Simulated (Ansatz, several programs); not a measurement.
Al2O3 (started from an entry of an open crystallographic database), relaxed with r2SCAN in Ansatz (plane waves, PAW): it is trigonal, R-3c (No. 167); a = 4.759 Å, c = 12.995 Å in the conventional setting, 8.50 Å³ an atom. Al is surrounded by 6 O at 1.86–1.97 Å; O is surrounded by 4 Al at 1.86–1.97 Å. The cell was then scaled with its shape and fractional coordinates held, which makes it stiffer than a relaxed compression. (Simulation; spin polarisation is off.)

```csv
V (Å³/atom),E (meV/atom)
7.985,27.29
8.495,0.00
8.750,5.81
9.005,22.24
```

Problem. Pass a cubic E = c₀ + c₁u + c₂u² + c₃u³, with u = V − 8.559 Å³, through these points.

Solution. c₀ = 0.36, c₁ = +11.626, c₂ = 91.812, c₃ = -17.7157 (meV and Å³).

Problem. Where is the minimum, and what bulk modulus follows?

Solution. dE/du = 0 at u = -0.062, so V₀ = 8.50 Å³. B = V₀ d²E/dV² = 8.50 × (2c₂ + 6c₃u) = 8.50 × 190.235 = 1616 meV/Å³, and 1 meV/Å³ is 0.16022 GPa: 259 GPa. A third-order Birch-Murnaghan fit to all five points gives 8.50 Å³ and 257 GPa.

Problem. Predict the energy and the pressure at the withheld volume, 8.240 Å³.

Solution. With u = -0.319: E ≈ 6.57 meV and P = −dE/dV ≈ +8.39 GPa. The run gives 6.50 meV and, from its stress, +8.35 GPa.
